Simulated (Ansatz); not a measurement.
# La2Zr3O: what a guessed cell relaxes into

The task: take a trial cell of La2Zr3O to zero force and stress.

Method: DFT PBE, scalar-relativistic, plane waves, PAW, in Ansatz 0.2.0.

### Step 1. The system as given

The structure is hexagonal, space group P6/mmm (No. 191). The conventional cell has a = 4.936 Å, b = 4.936 Å, c = 6.165 Å, α = 90.00°, β = 90.00°, γ = 120.00°. La (site symmetry -6m2) is surrounded by 3 La at 2.85 Å. Zr (site symmetry mmm) is surrounded by 4 Zr at 2.47 Å and 2 O at 2.47 Å. Around O (site symmetry 6/mmm) lie 6 Zr at 2.47 Å.

Coordinates:

```xyz
6
Lattice="4.9361 0.0000 0.0000 -2.4680 4.2748 0.0000 0.0000 0.0000 6.1651" Properties=species:S:1:pos:R:3 pbc="T T T"
La    0.0000    2.8499    3.0826
La    2.4680    1.4249    3.0826
Zr    2.4680    0.0000    0.0000
Zr   -1.2340    2.1374    0.0000
Zr    1.2340    2.1374    0.0000
O     0.0000    0.0000    0.0000
```

The cell is invented: random cell by space group and Wyckoff sites (P6/mmm, No. 191). Lengths come from tabulated atomic sizes and are only a guess.

### Step 2. A first look at the guess

Input file input.yaml:

```yaml
crystal:
  lattice:
    - [4.93608913, 0.0, 0.0]
    - [-2.46804456, 4.27477858, 0.0]
    - [0.0, 0.0, 6.16510159]
  atoms:
    - { symbol: La, position: [0.33333333, 0.66666667, 0.5] }
    - { symbol: La, position: [0.66666667, 0.33333333, 0.5] }
    - { symbol: Zr, position: [0.5, 0.0, 0.0] }
    - { symbol: Zr, position: [0.0, 0.5, 0.0] }
    - { symbol: Zr, position: [0.5, 0.5, 0.0] }
    - { symbol: O, position: [0.0, 0.0, 0.0] }
basis:
  ecutwfc: 420
kpoints:
  mp_grid: { grid: [6, 6, 4] }
hamiltonian:
  xc: pbe
scf:
  occupations: { method: gaussian, width: 0.1 }
  lower_state_search: "off"
output:
  forces: true
  stress: true
  eigenvalues: true
```

On the command line:

```sh
$ ansatz run input.yaml --threads 1 --pin off --max-ram 2560MiB --backend cpu --events-out ev --progress --plain --runs-dir out
```

The session goes on with these runs: coarse relaxation; spin check on a coarse mesh; full relaxation.

**Question.** What will these runs give? Wanted: conventional cell; volume; energy over the elements; gap on the mesh.

**Answer**, as computed:

```
                                                              quantity                                                                       value
                                symmetry at the end (tolerance 0.05 Å)                                                space group P6/mmm (No. 191)
                                                     conventional cell  a = 5.441 Å, b = 5.441 Å, c = 6.257 Å, α = 90.00°, β = 90.00°, γ = 120.00°
                                                                volume                                                               26.74 Å³/atom
energy over the elements (uncorrected; H, N, O, F and Cl as molecules)                                                               +0.43 eV/atom
                                                       gap on the mesh                                                                none (metal)
```

In words: The space group P6/mmm (No. 191) is kept, and the volume per atom grows by 23.3 % from the first guess. With a positive formation energy it can't be a ground state. No finished test with a distortion of lower symmetry is shown, so the end may be a saddle point. The runs treat La without spin-orbit coupling. Layers here are held mostly by dispersion, which this level lacks, so their spacing and the stiffness across them are unreliable there. Other magnetic orders were not searched.
